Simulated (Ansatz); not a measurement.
**SnPt3: a short molecular-dynamics run**

What does SnPt3 do over 40 steps of 1 fs under a Nosé-Hoover thermostat at 1200 K? The cell is a database structure of 4 atoms, taken as it stands, without a relaxation.

All numbers below are computed with Ansatz 0.2.0 (DFT PBEsol, plane waves, PAW, scalar-relativistic, no spin polarisation).

### Step 1. The structure to begin with

The cell holds 4 atoms (Pt3Sn): a = 4.059 Å, b = 4.059 Å, c = 4.059 Å, α = 90.00°, β = 90.00°, γ = 90.00°.

Coordinates:

```cif
data_structure
_symmetry_space_group_name_H-M 'P 1'
_symmetry_Int_Tables_number 1
_cell_length_a 4.0594
_cell_length_b 4.0594
_cell_length_c 4.0594
_cell_angle_alpha 90.000
_cell_angle_beta 90.000
_cell_angle_gamma 90.000
_cell_volume 66.90
loop_
_atom_site_label
_atom_site_type_symbol
_atom_site_fract_x
_atom_site_fract_y
_atom_site_fract_z
_atom_site_occupancy
Pt1 Pt 0.00000 0.50000 0.50000 1
Pt2 Pt 0.50000 0.00000 0.50000 1
Pt3 Pt 0.50000 0.50000 0.00000 1
Sn1 Sn 0.00000 0.00000 0.00000 1
```

### Step 2. The run

File input.yaml:

```yaml
crystal:
  lattice:
    - [4.05943346, 0.0, 0.0]
    - [0.0, 4.05943346, 0.0]
    - [0.0, 0.0, 4.05943346]
  atoms:
    - { symbol: Pt, position: [0.0, 0.5, 0.5] }
    - { symbol: Pt, position: [0.5, 0.0, 0.5] }
    - { symbol: Pt, position: [0.5, 0.5, 0.0] }
    - { symbol: Sn, position: [0.0, 0.0, 0.0] }
kpoints:
  mp_grid: { grid: [4, 4, 4] }
magnetization:
  spin_polarized: false
scf:
  occupations: { method: fermi_dirac, width: 0.05 }
hamiltonian:
  pseudopotentials: { kind: paw }
  xc: pbesol
basis:
  ecutwfc: 420
md:
  timestep: 1.0
  n_steps: 40
  ensemble: nvt_nose_hoover
  temperature: 1200.0
  initial_velocities: maxwell_boltzmann
  seed: 409355
```

Command:

```
$ ansatz run input.yaml --threads 2 --pin off --max-ram 2560MiB --backend cpu --events-out ev --progress --plain --runs-dir out
```

What it wrote:

```text
Warning: md: disabling space-group detection — thermal motion breaks the input geometry's symmetry, so no spatial operation reduces the k-mesh or symmetrises the density; time reversal is kept, so that k and −k are solved as one point where they differ and the mesh holds both, and exact exchange and, on two spinor components, a DFT+U term hold to it where the run has them: on two components no moment then forms, and a state that bears one, which a typed moment (crystal.atoms[].spin; refused beside efield: under a hybrid functional) reaches, can lie lower, under hf by electronvolts; crystal.symmetry.detect: false (a key that needs symmetry detection or time reversal refuses this as the deck is read) with time_reversal: false beside it drops time reversal too
Warning: RAYON_NUM_THREADS=2 ignored (pool sized by the plan → 2); use --threads N
Engine: ansatz 0.2.0, aarch64-unknown-linux-gnu
Pseudopotentials: kind: paw
Pseudopotential: Pt, paw, valence charge 18, recommended cutoff 420 eV (normal), Pt.paw.azcp
Pseudopotential: Sn, paw, valence charge 14, recommended cutoff 420 eV (normal), Sn.paw.azcp
Functional definition: PBEsol
  exchange = pbesol_x
  correlation = pbesol_c
Crystal: 4 atoms, lattice volume = 66.895 Å³
Basis set: ecut = 420 eV, 1357 PW (Γ), exchange–correlation on 60×60×60 points (8 copies of the dense FFT grid, shifted against one another)
Bands: 41, of which v1, the nominal top of the filled ones, is band 34 counted from 1 (33 counted from 0)
Symmetry: 1 space group operations
k-points: 36 of 64 (time reversal used)
Non-local potential: Pt, projectors of the file, l = 0: 3, l = 1: 2, l = 2: 2, l = 3: 1
Non-local potential: Sn, projectors of the file, l = 0: 2, l = 1: 2, l = 2: 2, l = 3: 2
PAW form: soft (Blöchl's): semilocal exchange-correlation on the pseudo side does not see the compensation charge
PAW frozen core: Pt, regenerated for the run's functional, and the local potential with it (the file was generated under x = pbe(κ = 0.804, μ = 0.2195149727645171), c = pbe(β = 0.06672455060314922))
PAW frozen core: Sn, regenerated for the run's functional, and the local potential with it (the file was generated under x = pbe(κ = 0.804, μ = 0.2195149727645171), c = pbe(β = 0.06672455060314922))
PAW one-centre angular grid: Pt, 590 points (default); XC on 64 Gauss nodes
PAW one-centre angular grid: Sn, 590 points (default); XC on 64 Gauss nodes
Initial density: superposition of atomic densities (neutral atoms: chi_scale 0, normalization atom), corrected by the library's trained network
Initial wavefunctions: pseudopotential atomic-orbital guess
Functional: x = pbesol(κ = 0.804, μ = 0.12345679012345678), c = pbesol(β = 0.046)
SCF iter   1: F=—  HF=-43102.789496 eV  |F-HF|=—  |Δ(HF+E_count)|=         —  Δρ=4.66e-3  dr2=8.89e-3  ethr=1.77e-3  ⟨swp⟩=6.4  Hψ=5565  notcnv=0  defer=6
preconditioner: auto → Resta (q_TF=auto, 2.736 Å⁻¹)  ε∞=6.8  [insulator: Δε(μ)=0.230 eV  Ē_g=12.474 eV  σ=0.050 eV  W_gap=0.62  n_scr=26 (ndim 8)  ℏωp=30.1 eV  f_vac=0.000  D(μ)=1.84/eV (n_scr^D=18)  ε∞_Penn≈6.8]
SCF iter   2: F=—  HF=-43102.787817 eV  |F-HF|=—  |Δ(HF+E_count)|=   1.68e-3  Δρ=2.35e-3  dr2=2.28e-3  ethr=1.31e-5  ⟨swp⟩=2.1  Hψ=2578  notcnv=0  defer=27
SCF iter   3: F=—  HF=-43102.787318 eV  |F-HF|=—  |Δ(HF+E_count)|=   4.99e-4  Δρ=4.01e-4  dr2=1.24e-4  ethr=3.36e-6  ⟨swp⟩=2.1  Hψ=2103  notcnv=0  defer=30
SCF iter   4: F=—  HF=-43102.787297 eV  |F-HF|=—  |Δ(HF+E_count)|=   2.18e-5  Δρ=7.17e-5  dr2=3.03e-6  ethr=1.83e-7  ⟨swp⟩=2.0  Hψ=1911  notcnv=0  defer=30
SCF iter   5: F=—  HF=-43102.787275 eV  |F-HF|=—  |Δ(HF+E_count)|=   2.13e-5  Δρ=1.93e-5  dr2=1.78e-7  ethr=4.46e-9  ⟨swp⟩=2.0  Hψ=2197  notcnv=0  defer=30
SCF iter   6: F=—  HF=-43102.787275 eV  |F-HF|=—  |Δ(HF+E_count)|=   2.02e-8  Δρ=3.06e-6  dr2=4.44e-9  ethr=2.62e-10  ⟨swp⟩=2.0  Hψ=2041  notcnv=0  defer=30
SCF iter   7: F=-43102.787275 eV  HF=-43102.787275 eV  |F-HF|=7.28e-11  |Δ(HF+E_count)|=  4.29e-10  Δρ=6.62e-7  dr2=1.86e-10  ethr=5.88e-12  ⟨swp⟩=4.0  Hψ=4664  notcnv=0
SCF 1 converged in 7 iterations: F = -43102.787275 eV  dr2 = 1.86e-10
md step     0: t =     0.00 fs  T =  1200.0 K  F+E_penalty+E_count = -43102.78727523 eV  E_kin = 0.465336 eV  conserved = -43102.32193923 eV  (7 SCF iters)
[... 12 lines left out ...]
md step     1: t =     1.00 fs  T =  1199.5 K  F+E_penalty+E_count = -43102.78707643 eV  E_kin = 0.465137 eV  conserved = -43102.32193921 eV  (6 SCF iters)
[... 9 lines left out ...]
md step     2: t =     2.00 fs  T =  1198.0 K  F+E_penalty+E_count = -43102.78648039 eV  E_kin = 0.464541 eV  conserved = -43102.32193914 eV  (6 SCF iters)
[... 1 line left out ...]
md step     3: t =     3.00 fs  T =  1195.4 K  F+E_penalty+E_count = -43102.78548817 eV  E_kin = 0.463549 eV  conserved = -43102.32193904 eV  (6 SCF iters)
md step     4: t =     4.00 fs  T =  1191.8 K  F+E_penalty+E_count = -43102.78410157 eV  E_kin = 0.462164 eV  conserved = -43102.32193889 eV  (6 SCF iters)
md step     5: t =     5.00 fs  T =  1187.2 K  F+E_penalty+E_count = -43102.78232305 eV  E_kin = 0.460386 eV  conserved = -43102.32193871 eV  (2 SCF iters)
md step     6: t =     6.00 fs  T =  1181.7 K  F+E_penalty+E_count = -43102.78015584 eV  E_kin = 0.458222 eV  conserved = -43102.32193849 eV  (3 SCF iters)
md step     7: t =     7.00 fs  T =  1175.1 K  F+E_penalty+E_count = -43102.77760386 eV  E_kin = 0.455674 eV  conserved = -43102.32193823 eV  (2 SCF iters)
md step     8: t =     8.00 fs  T =  1167.5 K  F+E_penalty+E_count = -43102.77467174 eV  E_kin = 0.452747 eV  conserved = -43102.32193793 eV  (2 SCF iters)
md step     9: t =     9.00 fs  T =  1159.0 K  F+E_penalty+E_count = -43102.77136486 eV  E_kin = 0.449449 eV  conserved = -43102.32193759 eV  (2 SCF iters)
md step    10: t =    10.00 fs  T =  1149.6 K  F+E_penalty+E_count = -43102.76768929 eV  E_kin = 0.445784 eV  conserved = -43102.32193720 eV  (6 SCF iters)
md step    11: t =    11.00 fs  T =  1139.2 K  F+E_penalty+E_count = -43102.76365185 eV  E_kin = 0.441762 eV  conserved = -43102.32193676 eV  (2 SCF iters)
md step    12: t =    12.00 fs  T =  1127.9 K  F+E_penalty+E_count = -43102.75926006 eV  E_kin = 0.437389 eV  conserved = -43102.32193629 eV  (2 SCF iters)
md step    13: t =    13.00 fs  T =  1115.8 K  F+E_penalty+E_count = -43102.75452221 eV  E_kin = 0.432676 eV  conserved = -43102.32193579 eV  (2 SCF iters)
md step    14: t =    14.00 fs  T =  1102.8 K  F+E_penalty+E_count = -43102.74944726 eV  E_kin = 0.427631 eV  conserved = -43102.32193525 eV  (2 SCF iters)
md step    15: t =    15.00 fs  T =  1088.9 K  F+E_penalty+E_count = -43102.74404494 eV  E_kin = 0.422266 eV  conserved = -43102.32193466 eV  (2 SCF iters)
md step    16: t =    16.00 fs  T =  1074.3 K  F+E_penalty+E_count = -43102.73832567 eV  E_kin = 0.416591 eV  conserved = -43102.32193401 eV  (2 SCF iters)
md step    17: t =    17.00 fs  T =  1058.9 K  F+E_penalty+E_count = -43102.73230061 eV  E_kin = 0.410619 eV  conserved = -43102.32193330 eV  (2 SCF iters)
md step    18: t =    18.00 fs  T =  1042.8 K  F+E_penalty+E_count = -43102.72598161 eV  E_kin = 0.404361 eV  conserved = -43102.32193256 eV  (2 SCF iters)
md step    19: t =    19.00 fs  T =  1025.9 K  F+E_penalty+E_count = -43102.71938124 eV  E_kin = 0.397832 eV  conserved = -43102.32193180 eV  (2 SCF iters)
md step    20: t =    20.00 fs  T =  1008.4 K  F+E_penalty+E_count = -43102.71251273 eV  E_kin = 0.391045 eV  conserved = -43102.32193100 eV  (6 SCF iters)
md step    21: t =    21.00 fs  T =   990.3 K  F+E_penalty+E_count = -43102.70539001 eV  E_kin = 0.384015 eV  conserved = -43102.32193013 eV  (3 SCF iters)
md step    22: t =    22.00 fs  T =   971.6 K  F+E_penalty+E_count = -43102.69802766 eV  E_kin = 0.376758 eV  conserved = -43102.32192922 eV  (2 SCF iters)
md step    23: t =    23.00 fs  T =   952.3 K  F+E_penalty+E_count = -43102.69044089 eV  E_kin = 0.369288 eV  conserved = -43102.32192827 eV  (2 SCF iters)
md step    24: t =    24.00 fs  T =   932.5 K  F+E_penalty+E_count = -43102.68264552 eV  E_kin = 0.361623 eV  conserved = -43102.32192728 eV  (2 SCF iters)
md step    25: t =    25.00 fs  T =   912.3 K  F+E_penalty+E_count = -43102.67465796 eV  E_kin = 0.353779 eV  conserved = -43102.32192625 eV  (2 SCF iters)
md step    26: t =    26.00 fs  T =   891.7 K  F+E_penalty+E_count = -43102.66649516 eV  E_kin = 0.345774 eV  conserved = -43102.32192518 eV  (2 SCF iters)
md step    27: t =    27.00 fs  T =   870.7 K  F+E_penalty+E_count = -43102.65817462 eV  E_kin = 0.337626 eV  conserved = -43102.32192409 eV  (2 SCF iters)
md step    28: t =    28.00 fs  T =   849.3 K  F+E_penalty+E_count = -43102.64971428 eV  E_kin = 0.329352 eV  conserved = -43102.32192296 eV  (2 SCF iters)
md step    29: t =    29.00 fs  T =   827.7 K  F+E_penalty+E_count = -43102.64113254 eV  E_kin = 0.320973 eV  conserved = -43102.32192181 eV  (2 SCF iters)
md step    30: t =    30.00 fs  T =   805.9 K  F+E_penalty+E_count = -43102.63244819 eV  E_kin = 0.312505 eV  conserved = -43102.32192062 eV  (6 SCF iters)
md step    31: t =    31.00 fs  T =   783.9 K  F+E_penalty+E_count = -43102.62368036 eV  E_kin = 0.303969 eV  conserved = -43102.32191942 eV  (2 SCF iters)
md step    32: t =    32.00 fs  T =   761.7 K  F+E_penalty+E_count = -43102.61484848 eV  E_kin = 0.295385 eV  conserved = -43102.32191820 eV  (2 SCF iters)
md step    33: t =    33.00 fs  T =   739.5 K  F+E_penalty+E_count = -43102.60597221 eV  E_kin = 0.286771 eV  conserved = -43102.32191698 eV  (2 SCF iters)
md step    34: t =    34.00 fs  T =   717.3 K  F+E_penalty+E_count = -43102.59707140 eV  E_kin = 0.278147 eV  conserved = -43102.32191574 eV  (2 SCF iters)
md step    35: t =    35.00 fs  T =   695.1 K  F+E_penalty+E_count = -43102.58816603 eV  E_kin = 0.269534 eV  conserved = -43102.32191447 eV  (2 SCF iters)
md step    36: t =    36.00 fs  T =   672.9 K  F+E_penalty+E_count = -43102.57927614 eV  E_kin = 0.260950 eV  conserved = -43102.32191319 eV  (2 SCF iters)
md step    37: t =    37.00 fs  T =   650.9 K  F+E_penalty+E_count = -43102.57042178 eV  E_kin = 0.252415 eV  conserved = -43102.32191190 eV  (2 SCF iters)
md step    38: t =    38.00 fs  T =   629.1 K  F+E_penalty+E_count = -43102.56162295 eV  E_kin = 0.243950 eV  conserved = -43102.32191063 eV  (2 SCF iters)
md step    39: t =    39.00 fs  T =   607.5 K  F+E_penalty+E_count = -43102.55289952 eV  E_kin = 0.235572 eV  conserved = -43102.32190937 eV  (3 SCF iters)
[... 10 lines left out ...]
md step    40: t =    40.00 fs  T =   586.2 K  F+E_penalty+E_count = -43102.54427122 eV  E_kin = 0.227302 eV  conserved = -43102.32190812 eV  (6 SCF iters)
SCF converged after 6 iterations
Free energy (F): -43102.544271 eV
Harris-Foulkes:  -43102.544271 eV  (|F-HF|=1.24e-10)
Internal energy: -43102.531694 eV  (E = F + TS)
E sigma→0 (E₀):  -43102.537983 eV
Entropy (-TS):   -0.012577 eV (-3.144 meV/atom)
Fermi energy:    20.414590 eV
--- Per-component energies (eV) ---
  E_band       = -501.114851
  E_kinetic    = 2105.224481
  E_local      = -5430.387043  (includes V_loc(G=0)·N_el)
  E_nonlocal   = 581.226272
  E_hartree    = 2241.612098
  E_xc         = -1159.895943
  E_vxc        = -1004.106444  (∫ρ·V_xc dr)
  E_paw        = -32019.835849  (= ΣΔE_a)
  E_vpaw       = -1236.296879  (= ΣTr[D̂ρ^β])
  E_aug_tail   = 0.000567  (compensation charges beyond the density's cutoff)
  E_ewald      = -9421.622062
  E_core_change = 1.145783  (= ΣΔE_core)
  E_smearing   = -0.012577  (= −TS)
  E_closure    = 0.000000  (closes the sum)
  Σ components = -43102.544271   (vs F -43102.544271, Δ=0.00e0)
--- Forces (eV/Å), atoms counted from 1 ---
  atom   1  Pt    -1.73788986    -0.45745145    -0.56964935
  atom   2  Pt     1.15195681     0.23663473    -0.21731710
  atom   3  Pt     0.57034359    -0.01445707     0.18488545
  atom   4  Sn     0.01558996     0.23527420     0.60208227
  max |Σ_I F_I| component: 1.27e-6 eV/Å
--- MD trajectory: 40 steps, t = 0.0 → 40.0 fs ---
  final state: T = 586.2 K   F+E_penalty+E_count = -43102.54427122 eV   E_kin = 0.227302 eV
  conserved energy: peak-to-peak 3.111e-5 eV (7.778e-6 eV/atom) over 40.0 fs
```

It took 93 s on 2 threads of Arm Neoverse V1, shared host; peak memory 0.4 GiB.

### Step 3. Frames and traces

The trajectory, every 2 steps (energies from step 0); msd is the mean square displacement from the start, the centre of mass held:

```
time (fs)  T (K)  potential energy change (meV/atom)  conserved energy change (meV/atom)  msd Sn (Å²)  msd Pt (Å²)
      0.0   1200                                 0.0                                0.00        0.000        0.000
      2.0   1198                                 0.2                                0.00        0.000        0.000
      4.0   1192                                 0.8                                0.00        0.000        0.000
      6.0   1182                                 1.8                                0.00        0.001        0.000
      8.0   1168                                 3.2                                0.00        0.001        0.001
     10.0   1150                                 4.9                                0.00        0.002        0.001
     12.0   1128                                 7.0                                0.00        0.003        0.002
     14.0   1103                                 9.5                                0.00        0.003        0.002
     16.0   1074                                12.2                                0.00        0.005        0.003
     18.0   1043                                15.3                                0.00        0.006        0.004
     20.0   1008                                18.7                                0.00        0.007        0.004
     22.0    972                                22.3                                0.00        0.008        0.005
     24.0    933                                26.2                                0.00        0.010        0.006
     26.0    892                                30.2                                0.00        0.012        0.007
     28.0    849                                34.4                                0.00        0.013        0.008
     30.0    806                                38.7                                0.00        0.015        0.009
     32.0    762                                43.1                                0.01        0.017        0.010
     34.0    717                                47.6                                0.01        0.019        0.011
     36.0    673                                52.0                                0.01        0.021        0.012
     38.0    629                                56.4                                0.01        0.024        0.013
     40.0    586                                60.8                                0.01        0.026        0.014
```

time (fs), T (K) and a bar:
```
      0.0       1200 ##############################
      2.0       1198 ##############################
      3.0       1195 ##############################
      5.0       1187 #############################
      7.0       1175 #############################
      9.0       1159 ############################
     10.0       1150 ############################
     12.0       1128 ##########################
     14.0       1103 #########################
     16.0       1074 ########################
     17.0       1059 #######################
     19.0       1026 #####################
     21.0        990 ####################
     23.0        952 ##################
     24.0        933 #################
     26.0        892 ###############
     28.0        849 #############
     30.0        806 ###########
     31.0        784 ##########
     33.0        740 #######
     35.0        695 #####
     37.0        651 ###
     38.0        629 ##
     40.0        586
```

### Step 4. Snapshots as a file

Positions (Å) and forces (eV/Å):

```xyz
4
Lattice="4.059 0.000 0.000 0.000 4.059 0.000 0.000 0.000 4.059" Properties=species:S:1:pos:R:3:forces:R:3 pbc="T T T" time_fs=5.0 T=1187 dE=0.0050
Pt    0.023    2.036    2.038   -0.241   -0.047   -0.081
Pt    2.015    0.000    2.028    0.162    0.025   -0.034
Pt    2.030    2.027    0.003    0.095   -0.007    0.033
Sn   -0.014   -0.004   -0.015   -0.015    0.029    0.083
4
Lattice="4.059 0.000 0.000 0.000 4.059 0.000 0.000 0.000 4.059" Properties=species:S:1:pos:R:3:forces:R:3 pbc="T T T" time_fs=10.0 T=1150 dE=0.0196
Pt    0.046    2.041    2.046   -0.481   -0.097   -0.162
Pt    2.001   -0.001    2.026    0.322    0.051   -0.068
Pt    2.030    2.024    0.005    0.187   -0.013    0.065
Sn   -0.028   -0.008   -0.030   -0.028    0.058    0.165
4
Lattice="4.059 0.000 0.000 0.000 4.059 0.000 0.000 0.000 4.059" Properties=species:S:1:pos:R:3:forces:R:3 pbc="T T T" time_fs=15.0 T=1089 dE=0.0432
Pt    0.068    2.047    2.055   -0.718   -0.149   -0.242
Pt    1.987   -0.001    2.024    0.481    0.079   -0.100
Pt    2.030    2.021    0.008    0.276   -0.018    0.095
Sn   -0.043   -0.013   -0.045   -0.038    0.088    0.247
4
Lattice="4.059 0.000 0.000 0.000 4.059 0.000 0.000 0.000 4.059" Properties=species:S:1:pos:R:3:forces:R:3 pbc="T T T" time_fs=20.0 T=1008 dE=0.0748
Pt    0.090    2.053    2.062   -0.950   -0.207   -0.319
Pt    1.974   -0.001    2.022    0.635    0.110   -0.130
Pt    2.031    2.018    0.011    0.358   -0.022    0.123
Sn   -0.057   -0.017   -0.059   -0.043    0.119    0.327
4
Lattice="4.059 0.000 0.000 0.000 4.059 0.000 0.000 0.000 4.059" Properties=species:S:1:pos:R:3:forces:R:3 pbc="T T T" time_fs=25.0 T=912 dE=0.1126
Pt    0.110    2.058    2.070   -1.172   -0.268   -0.393
Pt    1.961   -0.002    2.020    0.783    0.142   -0.158
Pt    2.032    2.015    0.014    0.431   -0.024    0.147
Sn   -0.072   -0.020   -0.073   -0.042    0.150    0.404
4
Lattice="4.059 0.000 0.000 0.000 4.059 0.000 0.000 0.000 4.059" Properties=species:S:1:pos:R:3:forces:R:3 pbc="T T T" time_fs=30.0 T=806 dE=0.1548
Pt    0.129    2.063    2.077   -1.381   -0.332   -0.461
Pt    1.950   -0.001    2.017    0.922    0.176   -0.182
Pt    2.033    2.012    0.017    0.492   -0.024    0.166
Sn   -0.086   -0.024   -0.085   -0.033    0.180    0.477
4
Lattice="4.059 0.000 0.000 0.000 4.059 0.000 0.000 0.000 4.059" Properties=species:S:1:pos:R:3:forces:R:3 pbc="T T T" time_fs=35.0 T=695 dE=0.1991
Pt    0.146    2.067    2.083   -1.572   -0.397   -0.520
Pt    1.939   -0.001    2.015    1.046    0.208   -0.202
Pt    2.036    2.009    0.021    0.539   -0.021    0.179
Sn   -0.101   -0.027   -0.097   -0.014    0.209    0.543
4
Lattice="4.059 0.000 0.000 0.000 4.059 0.000 0.000 0.000 4.059" Properties=species:S:1:pos:R:3:forces:R:3 pbc="T T T" time_fs=40.0 T=586 dE=0.2430
Pt    0.161    2.072    2.089   -1.738   -0.457   -0.570
Pt    1.930   -0.001    2.012    1.152    0.237   -0.217
Pt    2.039    2.006    0.025    0.570   -0.014    0.185
Sn   -0.115   -0.029   -0.108    0.016    0.235    0.602
```

### Step 5. Outcome

| quantity | value |
| --- | --- |
| length | 40 steps of 1 fs |
| temperature, first and last step | 1200 and 586 K |
| temperature, second half | mean 803 K, from 586 to 1008 K |
| potential energy, second half | +39 meV/atom from the start |
| largest change of the conserved energy | 0.01 meV/atom |
| mean square displacement, second half | Sn 0.016, Pt 0.009 Å² |

**Reading.** Against a set 1200 K the second half averages 803 K, going from 1008 to 586 K over that half; 39 meV/atom has gone into potential energy, and a thermostat that acts over some 100 fs has not made it up in 40 fs. The conserved energy strays from its start by at most 0.01 meV/atom, under 0.1 % of the mean kinetic energy, so a step of 1 fs is short enough over this time. No atom gets farther than 0.18 Å from its start, with the drift of the whole removed, against a typical distance of 2.9 Å between sites at the start. A run of 40 fs with 4 atoms shows the motion but fixes no equilibrium value.
